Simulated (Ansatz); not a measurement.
Runs of Ansatz 0.2.0 on HfGe. Symmetry: Pm-3m, No. 221, cubic system. Conventional cell: a = 3.501 Å, b = 3.501 Å, c = 3.501 Å, α = 90.00°, β = 90.00°, γ = 90.00°. Hf (site symmetry m-3m) is surrounded by 8 Ge at 3.03 Å. Ge (site symmetry m-3m) has 8 Hf at 3.03 Å as nearest neighbours. The cell was built by a generator and needn't be a form met in nature.

```tsv
task	level	spin	cell	k mesh	points for each segment of the path	gap on the mesh (eV)	pressure (GPa)
relaxation of cell and atoms	RPBE	off	relaxed	8 × 8 × 8	-	none	0.0
band structure	PBEsol	SOC, no magnetisation	as given	6 × 6 × 6	14	none	-15.6
band structure	RPBE	off	as given	8 × 8 × 8	14	none	-9.1
band structure	revPBE	off	as given	8 × 8 × 8	14	none	(a)
```

Alike in all rows: potentials or basis Ansatz PAW; cutoff (eV) 420; smearing fermi-dirac 0.05 eV.

Q: Estimate the missing entries.

A: (a) -9.7.

Caveats: the PAW data sets come from PBE, with cores solved anew for the run's functional, which leaves a small shift of forces and pressure; spin-orbit coupling is left out, which moves the levels of the heavy elements (some runs); the plane-wave basis is chosen anew once the cell has moved, so the energies of steps on either side of that aren't comparable (some runs); so large a pressure means that the cell lies far from this level's equilibrium, or that cutoff or potentials fall short (some runs).

A k mesh can miss the band edges, and rows without SOC leave out spin-orbit coupling on Ge, Hf.

A gap of «none» marks a metal or a gap under the smearing width.
